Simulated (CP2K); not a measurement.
HPbNO4:

```xyz
7
Lattice="4.2041 0.0000 0.0000 2.0217 3.8395 0.0000 2.0469 1.2790 6.2813" Properties=species:S:1:pos:R:3 pbc="T T T"
H     6.4119    3.4218    3.9444
Pb    4.2925    4.6959    5.5497
N     2.2802    1.4940    1.8951
O     6.4140    3.5006    4.9249
O     2.3104    1.0037    0.7095
O     2.3185    0.7238    2.8804
O     2.2113    2.7408    2.0273
```

The cell was built by a generator and needn't be a form met in nature.

Base run:

* Program: CP2K 2026.2
* Functional: SCAN
* Potentials or basis: POTENTIAL_UZH H GTH-PBE-q1, Pb GTH-PBE-q4, N GTH-PBE-q5, O GTH-PBE-q6; TZVP-MOLOPT-PBE-GTH basis
* Density cutoff: 13606 eV
* k mesh: 7 × 7 × 5
* Occupations: fermi-dirac, width 0.05 eV
* Spin: no spin polarisation

Its results: band gap on the k mesh 3.03 eV, indirect (least direct gap 3.06 eV).

Problem. After a change of settings the same cell gave: band gap on the k mesh 3.19 eV, indirect (least direct gap 3.22 eV). Which change was it?
A. functional from SCAN to vdW-DF-cx
B. functional from SCAN to PBE; density cutoff from 13606 eV to 8163 eV; cutoff of the grids from 1000 Ry to 600 Ry
C. functional from SCAN to TB-mBJ
D. functional from SCAN to LDA

Solution. C.

Caveats: spin-orbit coupling is left out, which as a rule narrows the gap of such compounds by several tenths of an eV; the basis of atomic orbitals isn't converged, which shifts pressures, moduli and gaps; this is a model potential without an energy functional, so only levels have meaning (some runs).
